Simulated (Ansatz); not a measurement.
# TiAl: the cost of one run

Program: Ansatz 0.2.0. Level of theory: DFT PBEsol, scalar-relativistic, plane waves, PAW. These are calculated values, not measurements.

## 1. The starting structure

The structure is tetragonal, space group P4/mmm (No. 123). The conventional cell has a = 2.828 Å, b = 2.828 Å, c = 4.070 Å, α = 90.00°, β = 90.00°, γ = 90.00°. Around Ti (site symmetry 4/mmm) lie 4 Ti at 2.83 Å and 8 Al at 2.85 Å. Around Al (site symmetry 4/mmm) lie 4 Al at 2.83 Å and 8 Ti at 2.85 Å.

As a file:

```xyz
2
Lattice="2.8284 0.0000 0.0000 0.0000 2.8284 0.0000 0.0000 0.0000 4.0700" Properties=species:S:1:pos:R:3 pbc="T T T"
Ti    0.0000    0.0000    0.0000
Al    1.4142    1.4142    2.0350
```

## 2. Relaxing cell and atoms: TiAl, no spin

Input file input.yaml:

```yaml
crystal:
  lattice:
    - [2.8284271247, 0.0, 0.0]
    - [0.0, 2.8284271247, 0.0]
    - [0.0, 0.0, 4.07]
  atoms:
    - { symbol: Ti, position: [0.0, 0.0, 0.0] }
    - { symbol: Al, position: [0.5, 0.5, 0.5] }
scf:
  occupations: { method: gaussian, width: 0.1 }
output:
  forces: true
  stress: true
  eigenvalues: true
  write_density: true
  write_potential: true
  elf: true
  volumetric_format: npy
kpoints:
  mp_grid: { grid: [20, 20, 14] }
hamiltonian:
  xc: pbesol
relax:
  f_tol: 0.003
  max_steps: 60
  cell: { stress_tol: 0.02 }
```

On the command line:

```bash
$ ansatz run input.yaml --threads 4 --pin off --max-ram 8192MiB --backend cpu --events-out ev --progress --plain --runs-dir out
```

**Question.** How long does this run take on 4 threads of Arm Neoverse N1, shared host, and how much memory does it need?

About 30 s, with a peak of 0.52 GiB.
